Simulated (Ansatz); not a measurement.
# IrS: the cost of one run

Computed with Ansatz 0.2.0 (DFT r²SCAN, scalar-relativistic, plane waves, PAW, unless a step's input says otherwise).

### Step 1. The system as given

Symmetry: Fm-3m, No. 225, cubic system. Conventional cell: a = 4.921 Å, b = 4.921 Å, c = 4.921 Å, α = 90.00°, β = 90.00°, γ = 90.00°. Ir (site symmetry m-3m) has 6 S at 2.46 Å in its first shell of neighbours. S (site symmetry m-3m) is surrounded by 6 Ir at 2.46 Å.

As a file:

```xyz
2
Lattice="0.0000 2.4605 2.4605 2.4605 0.0000 2.4605 2.4605 2.4605 0.0000" Properties=species:S:1:pos:R:3 pbc="T T T"
Ir    2.4605    2.4605    2.4605
S     0.0000    0.0000    0.0000
```

This cell comes from an earlier session at r²SCAN: 14.896 Å³/atom at 0.00 GPa, on a 12×12×12 mesh.

The changes: atom 2 (S) moved 0.08 Å along z; strain e3 = +0.02, atoms carried along; all atoms moved at random (σ = 0.06 Å), cell strained at random (1 %).

### Step 2. Atom 2 (S) moved 0.08 Å along z

The input, input.yaml:

```yaml
crystal:
  lattice:
    - [0.0, 2.4605182162, 2.4605182162]
    - [2.4605182162, 0.0, 2.4605182162]
    - [2.4605182162, 2.4605182162, 0.0]
  atoms:
    - { symbol: Ir, position: [0.5, 0.5, 0.5] }
    - { symbol: S, position: [0.016256738, 0.016256738, -0.016256738] }
basis:
  ecutwfc: 500
  ecutrho_ratio: 4
kpoints:
  mp_grid: { grid: [12, 12, 12] }
hamiltonian:
  xc: r2scan
scf:
  occupations: { method: gaussian, width: 0.05 }
output:
  forces: true
  stress: true
  eigenvalues: true
  write_density: true
  write_potential: true
  elf: true
  volumetric_format: npy
```

The run is started by

```console
ansatz run input.yaml --threads 2 --pin off --max-ram 2662MiB --backend cpu --events-out ev --progress --plain --runs-dir out
```

What time and memory should one allow on 2 threads of Arm Neoverse V2, shared host?

About 11 s, with a peak of 0.47 GiB.
